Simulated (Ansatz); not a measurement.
Crystal: HPbNO4.

```
H Pb N O
1.0
     4.19923    0.11117    0.16817
     1.91600    3.89132    0.12568
     1.76085    1.25259    6.37266
H Pb N O
1 1 1 4
Direct
  0.89145 0.68202 0.62796
  0.14426 0.92872 0.88352
  0.25670 0.28861 0.30171
  0.83108 0.65056 0.78405
  0.38694 0.22380 0.11295
  0.31104 0.03576 0.45856
  0.07726 0.60633 0.32275
```

The cell was built by a generator and needn't be a form met in nature.

```yaml
Program: Ansatz 0.2.0
Task: relaxation of cell and atoms
Functional: r2SCAN
Potentials_or_basis: Ansatz PAW
Cutoff: "500 eV (not typed: the program's choice for these potentials)"
k_mesh: 5 × 5 × 3
Occupations: fermi-dirac, width 0.05 eV
Spin: no spin polarisation
```

At the start: volume 14.48 Å³/atom.

Task: How do energy, volume and symmetry change on relaxing?

Result: It ends after 9 steps and the volume is 13.76 Å³/atom (-5.0 %); space group P1 (No. 1, to 0.05 Å).

The path:
```
step  energy change (eV)  largest force (eV/Å)  volume (Å³)
   1              0.0000                0.6766       101.39
   2             -0.0118                0.4112        93.26
   3             -0.0417                0.1134        96.88
   4             -0.0430                0.0497        96.49
   5             -0.0434                0.0247        96.33
   6             -0.0435                0.0228        96.28
   7             -0.0436                0.0410        96.32
   8             -0.0437                0.0070        96.29
   9             -0.0413                0.0070        96.29
```

Final structure:
```xyz
7
Lattice="4.1357 0.0974 0.1704 1.8773 3.7798 0.1263 1.7366 1.2138 6.3198" Properties=species:S:1:pos:R:3 pbc="T T T"
H     6.0562    3.4446    4.1828
Pb    3.8703    4.6380    5.7241
N     2.1295    1.4667    1.9974
O     6.0176    3.4978    5.1547
O     2.2243    0.9692    0.8309
O     2.1577    0.7158    2.9867
O     2.0083    2.6994    2.1139
```

Caveat: the plane-wave basis is chosen anew once the cell has moved, so the energies of steps on either side of that aren't comparable; the PAW data sets come from PBE, with cores solved anew for the run's functional, which leaves a small shift of forces and pressure.
